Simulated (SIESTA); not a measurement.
Crystal: ZnRe2.

```xyz
3
Lattice="-2.3243 2.3243 2.4679 2.3243 -2.3243 2.4679 2.3243 2.3243 -2.4679" Properties=species:S:1:pos:R:3 pbc="T T T"
Zn    0.0000    0.0000    0.0000
Re    0.0000    2.3243    0.0000
Re    2.3243    0.0000    0.0000
```

The cell was built by a generator and needn't be a form met in nature.

* Program: SIESTA 5.4.2
* Task: relaxation of cell and atoms
* Functional: vdW-DF-cx
* Potentials or basis: PseudoDojo 0.4 standard (PBE files)
* Basis: DZP (energy shift 0.002 Ry)
* Grid cutoff: 800 Ry
* Energy shift: 0.002 Ry
* k mesh: 6 × 6 × 6
* Occupations: fermi-dirac, width 0.05 eV
* Spin: no spin polarisation

At the start: pressure 5.1 GPa; volume 17.78 Å³/atom.

**Question.** Where does the relaxation end?

**Answer.** Over 7 steps the energy falls by 87.0 meV/atom and the volume is 18.54 Å³/atom (+4.3 %); space group I4/mmm (No. 139, to 0.05 Å).

Step by step:
```
step  energy change (eV)  largest force (eV/Å)  pressure (GPa)  volume (Å³)
   1              0.0000                0.0000            5.15        53.33
   2             -0.0631                0.0000            4.50        53.55
   3             -0.2566                0.0000            2.13        55.05
   4             -0.2563                0.0000            2.16        55.06
   5             -0.2603                0.0000            0.89        55.35
   6             -0.2609                0.0000            0.11        55.58
   7             -0.2609                0.0000            0.00        55.61
```

Final structure:
```
Zn Re
1.0
    -2.40888    2.40887    2.39601
     2.40888   -2.40888    2.39601
     2.40888    2.40887   -2.39602
Zn Re
1 2
Direct
  0.00000 0.00000 0.00000
  0.50000 0.00000 0.50000
  0.00000 0.50000 0.50000
```

Caveat: semicore shells carry a single zeta, which can move pressures by several GPa and volumes by a few percent; the potentials were made for another functional, which shifts forces and pressure; the basis of atomic orbitals isn't converged, which shifts pressures, moduli and gaps.
